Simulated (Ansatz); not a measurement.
Working through a test of the smearing width of NbZn3, space group Pm-3m

Program: the Ansatz DFT code, driven from Python.

Notebook, run cell by cell (the value of a cell's last expression is shown):

**Cell 1**
```python
import ansatz as az
import matplotlib.pyplot as plt
import numpy as np
```

**Cell 2**
```python
vectors = np.array([
    [3.934, 0.0, 0.0],
    [0.0, 3.934, 0.0],
    [0.0, 0.0, 3.934],
])
xtal = (
    az.Lattice.of(vectors)
    .atom("Nb", [0.0, 0.0, 0.0])
    .atom("Zn", [0.0, 0.5, 0.5])
    .atom("Zn", [0.5, 0.0, 0.5])
    .atom("Zn", [0.5, 0.5, 0.0])
)

xtal.resolved().sites[-1]
```
Output:
```text
Site(symbol='Zn', position=(0.5, 0.5, 0.0), moment=None, axis=None, held=None, saved=None)
```

**Cell 3**
```python
job = (
    xtal.calculation()
    .functional(az.Functional.LDA)
    .basis(470)  # cutoff of the orbital basis
    .kpoints(6, center="monkhorst-pack")
    .scf(max_iterations=100)
    .forces()  # minus the gradient of the free energy
    .stress()
)
```

**Cell 4**
```python
rows = []
for value in [0.5, 0.3, 0.2, 0.1]:
    report = job.occupations("cold", width=value).run(threads=1, pin="off").report
    rows.append((value, report["free_energy_ev"] / len(report["lattice"]["sites"]), report["n_iterations"], sum(report["stress_gpa"][i][i] for i in range(3)) / 3, max(abs(f) for row in report["forces_ev_ang"] for f in row), report["n_kpoints"]))
```

**Cell 5**
```python
print("  width (eV)   F/atom (eV)    iterations       P (GPa)  max component (eV/A)      k-points")
for row in rows:
    print(f"{str(row[0]):>12s}  {row[1]:12.5f}  {row[2]:12d}  {row[3]:12.3f}  {row[4]:20.4f}  {row[5]:12d}")

# differences from the last row
for row in rows[:-1]:
    shift = 1000 * (row[1] - rows[-1][1])
    print(f"{row[0]}: {shift:+.2f} meV/atom" + ("  (within 5 meV)" if abs(shift) < 5 else ""))
plt.figure(figsize=(4.5, 3))
plt.plot([str(row[0]) for row in rows], [1000 * (row[1] - rows[-1][1]) for row in rows], "o-")
plt.xlabel("width (eV)")
plt.ylabel("F - F(last) (meV/atom)")
plt.tight_layout()
plt.savefig("smear.png", dpi=100)
```
Output:
```text
  width (eV)   F/atom (eV)    iterations       P (GPa)  max component (eV/A)      k-points
         0.5   -3545.49245             7        -9.907                0.0000            10
         0.3   -3545.50462             7        -9.746                0.0000            10
         0.2   -3545.50480             7        -9.574                0.0000            10
         0.1   -3545.50274             8        -9.559                0.0000            10
0.5: +10.29 meV/atom
0.3: -1.88 meV/atom  (within 5 meV)
0.2: -2.06 meV/atom  (within 5 meV)
```

Going from 0.1 to 0.5 eV changes F by +10.3 meV an atom. This scheme is built to cancel the term in the square of the width, but that needs a smooth density of states and a fine mesh, and here a sizeable shift remains. The pressure moves from -9.56 to -9.91 GPa.

What to keep in mind:
- Spin is left out of this run.
- The mesh is modest for a metal, so energies can be off by several to tens of meV an atom and pressures by half a GPa or more; differences at equal mesh fare better.
- Forces vanish by symmetry here and test nothing.
- The narrowest width needs the finest mesh, so the last row is no converged reference.
- Pressure is positive in compression.
- At these settings the cell as given stands under about -10 GPa, so it isn't at this functional's equilibrium volume.
- The starting cell is as deposited in a crystallographic database; the results hold for this polymorph, which needn't be the stable one.
- Run time: 6.4 s on 1 thread of Intel(R) Xeon(R) Processor @ 2.30GHz, on a shared host, peak memory 0.55 GiB.
